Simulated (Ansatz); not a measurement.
# Ge: the cost of one run

Method: DFT PBEsol, scalar-relativistic, plane waves, PAW, in Ansatz 0.2.0.

2 further runs of the same task are left out: 2 set aside as unsound or not needed.

## (1) The structure to begin with

It takes space group P6_3/mmc (No. 194, hexagonal). Conventional cell: a = 3.997 Å, b = 3.997 Å, c = 6.596 Å, α = 90.00°, β = 90.00°, γ = 120.00°. Around Ge (site symmetry 3m) lie 4 Ge at 2.45 to 2.47 Å.

Structure file:

```xyz
4
Lattice="3.9970 0.0000 0.0000 -1.9985 3.4615 0.0000 0.0000 0.0000 6.5964" Properties=species:S:1:pos:R:3 pbc="T T T"
Ge    1.9985    1.1538    0.4150
Ge    0.0000    2.3077    3.7132
Ge    1.9985    1.1538    2.8832
Ge    0.0000    2.3077    6.1814
```

It goes back to an entry of the Materials Project, which need not be the stable form.

This cell was relaxed beforehand with the same method: volume 22.82 Å³/atom, gap on the mesh none (metal).

## (2) Point at V/V0 = 0.97

Contents of input.yaml:

```yaml
crystal:
  lattice:
    - [3.9565917612, 0.0, 0.0]
    - [-1.9782958806, 3.4265089776, 0.0]
    - [0.0, 0.0, 6.5297304645]
  atoms:
    - { symbol: Ge, position: [0.6666666667, 0.3333333333, 0.0629118512] }
    - { symbol: Ge, position: [0.3333333333, 0.6666666667, 0.5629118512] }
    - { symbol: Ge, position: [0.6666666667, 0.3333333333, 0.4370881488] }
    - { symbol: Ge, position: [0.3333333333, 0.6666666667, 0.9370881488] }
basis:
  ecutwfc: 420
kpoints:
  mp_grid: { grid: [12, 12, 6] }
hamiltonian:
  xc: pbesol
scf:
  occupations: { method: gaussian, width: 0.1 }
output:
  forces: true
  stress: true
  eigenvalues: true
relax:
  adjacent_minimum: "off"
  f_tol: 0.01
  max_steps: 30
  cell: { stress_tol: 0.1, fix: [volume] }
```

Run with:

```console
ansatz run input.yaml --threads 1 --pin off --max-ram 2560MiB --backend cpu --events-out ev --progress --plain --runs-dir out
```

Q: Estimate wall time and peak memory on 1 thread of AMD EPYC 9R45 (Zen 5), shared host.

About 9.2 s, with a peak of 0.53 GiB.
